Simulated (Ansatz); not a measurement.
# Si: the cost of one run

Program: Ansatz 0.2.0. Level of theory: DFT LDA, frozen-core PAW, scalar-relativistic unless said. These are calculated values, not measurements.

The COD entry's cell or inner coordinates are ideal or old and differ from later refinements, so a difference from it is no clean test against experiment.

**1. The structure to begin with**

The structure is cubic, space group Fd-3m (No. 227). Conventional cell: a = 5.427 Å, b = 5.427 Å, c = 5.427 Å, α = 90.00°, β = 90.00°, γ = 90.00°. Around Si (site symmetry -43m) lie 4 Si at 2.35 Å.

As a file:

```xyz
2
Lattice="2.7136 2.7136 0.0000 -2.7136 2.7136 0.0000 0.0000 2.7136 2.7136" Properties=species:S:1:pos:R:3 pbc="T T T"
Si   -1.3568    4.0703    1.3568
Si    0.0000    0.0000    0.0000
```

Cartesian axes are those of the input's lattice vectors. The structure goes back to a database entry.

**2. Cell and atoms relaxed, PAW**

The input, input.yaml:

```yaml
crystal:
  lattice:
    - [2.71356, 2.71356, 0.0]
    - [-2.71356, 2.71356, 0.0]
    - [0.0, 2.71356, 2.71356]
  atoms:
    - { symbol: Si, position: [0.25, 0.75, 0.5] }
    - { symbol: Si, position: [0.0, 0.0, 0.0] }
kpoints:
  mp_grid: { grid: [12, 12, 12] }
scf:
  occupations: { method: fermi_dirac, width: 0.05 }
hamiltonian:
  xc: lda
  pseudopotentials: { kind: paw }
relax:
  f_tol: 0.002
  max_steps: 80
  cell: {}
output:
  forces: true
  stress: true
  write_density: true
  write_potential: true
  elf: true
  volumetric_format: npy
```

Command:

```sh
$ ansatz run input.yaml --threads 1 --pin off --max-ram 3072MiB --backend cpu --events-out ev --progress --plain --runs-dir out
```

**Question.** How long does this run take on 1 thread of Arm Neoverse V1, shared host, and how much memory does it need?

About 6.2 s, with a peak of 0.3 GiB.
